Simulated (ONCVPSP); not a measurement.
# An ONCV potential for cobalt, from input to tests

Do these settings give a usable potential? It is generated, then checked for transferability, scattering, ghosts and hardness.

Method: ONCVPSP 4.0.1, PBE, scalar-relativistic.

## Step 1: Starting point

Typed settings, in words:

```
element                 : cobalt (Co, Z = 27)
type                    : optimised norm-conserving Vanderbilt (ONCV)
frozen core             : [Ar]
valence charge          : 9
reference configuration : 3d7 4s2
partial waves           : 4s: rc 2.45 bohr, ncon 4, nbas 9, qcut 3.3 1/bohr, 3 projectors, debl 2 Ha; p scattering state at 0.12 Ha: rc 2.55 bohr, ncon 5, nbas 10, qcut 3.8 1/bohr, 2 projectors, debl 2.4 Ha; 3d: rc 1.00 bohr, ncon 4, nbas 8, qcut 13.9 1/bohr, 2 projectors, debl 1.2 Ha
local potential         : polynomial inside 0.90 bohr (lpopt 5, dvloc0 0 Ha)
core correction         : Teter function, fcfact 1.75, rcfact 1.65
```

An earlier all-electron run gives the scale for the radii.

All-electron outer shells of the reference configuration (PBE, scalar-relativistic, ld1.x):

```json
{"shell": "3p", "level (eV)": "-65.64", "outermost node (bohr)": "0.28", "outermost maximum (bohr)": "0.68"}
{"shell": "3d", "level (eV)": "-8.20", "outermost node (bohr)": "–", "outermost maximum (bohr)": "0.66"}
{"shell": "4s", "level (eV)": "-5.47", "outermost node (bohr)": "0.96", "outermost maximum (bohr)": "2.32"}
{"shell": "4p", "level (eV)": "-1.28", "outermost node (bohr)": "1.05", "outermost maximum (bohr)": "3.25"}
```

## Step 2: The generation run

File Co.dat:

```
# ATOM AND REFERENCE CONFIGURATION
# atsym  z   nc   nv     iexc    psfile
  Co 27.00    5    2        4      upf
#
#   n    l    f
    1    0    2.00
    2    0    2.00
    2    1    6.00
    3    0    2.00
    3    1    6.00
    3    2    7.00
    4    0    2.00
#
# PSEUDOPOTENTIAL AND OPTIMIZATION
# lmax
    2
#
#   l,   rc,      ep,       ncon, nbas, qcut
    0    2.45    0.00    4    9    3.30
    1    2.55    0.12    5   10    3.80
    2    1.00    0.00    4    8   13.90
#
# LOCAL POTENTIAL
# lloc, lpopt,  rc(5),   dvloc0
    4    5    0.90    0.00
#
# VANDERBILT-KLEINMAN-BYLANDER PROJECTORs
# l, nproj, debl
    0    3    2.00
    1    2    2.40
    2    2    1.20
#
# MODEL CORE CHARGE
# icmod, fcfact, rcfact
    3    1.75    1.65
#
# LOG DERIVATIVE ANALYSIS
# epsh1, epsh2, depsh
   -2.00    5.00    0.02
#
# OUTPUT GRID
# rlmax, drl
    6.00    0.01
#
# TEST CONFIGURATIONS
# ncnf
    4
# nvcnf
#   n    l    f
    2
    3    2    7.00
    4    0    1.00
#
    2
    3    2    7.00
    4    0    0.00
#
    2
    3    2    6.00
    4    0    0.00
#
    2
    3    2    7.50
    4    0    1.50
#
```

Launch:

```bash
$ oncvpsp.x < Co.dat > Co.out
```

What does the calculation give? Wanted: cutoffs for 1 and 0.1 mHa per electron, occupied waves; bound ghosts; GHOST(+) flags; largest test error; largest phase difference near zero energy, channels read; rms error of d²Exc/dn², without and with the model core; projector energies reset by the program.

As calculated:

| quantity | value |
| --- | --- |
| cutoffs for 1 and 0.1 mHa per electron, occupied waves | 82 Ha and 93 Ha |
| bound ghosts | s at -6.79 eV |
| GHOST(+) flags | p at 52 eV |
| largest test error (AE − PS) | -270 meV, for 3d6 4s0 (1 test unsolved) |
| largest phase difference near zero energy, channels read | 3.141 rad |
| rms error of d²Exc/dn², without and with the model core | 10.93 and 7.02 mHa |
| projector energies reset by the program | p: 0.050, 2.450 Ha |

A bound ghost (s) makes it unfit for use: electrons can fall into a state that the atom doesn't have. By total energies transferability is poor: the largest error is 270 meV on 61.7 eV, for 3d6 4s0. That test lies far up in energy; among those under 40 eV, nearer to bonding, the largest error is 121 meV. Of the tests 1 gave no usable energy difference, which is a warning in itself. By its cutoff, 82 Ha for the looser tolerance, it is very hard. At the looser tolerance the 3d wave is the slowest; 4s needs 4 Ha. Near zero energy the largest phase difference among the channels read is 3.14 rad, in the s channel. A step near π is an extra or missing state, not a misfit of shape. The pseudo curves have a pole with no partner nearby in the atom's: s at -0.25 Ha. The program also flags highly localised states, GHOST(+) (p). All of this concerns the isolated atom, not yet a solid.
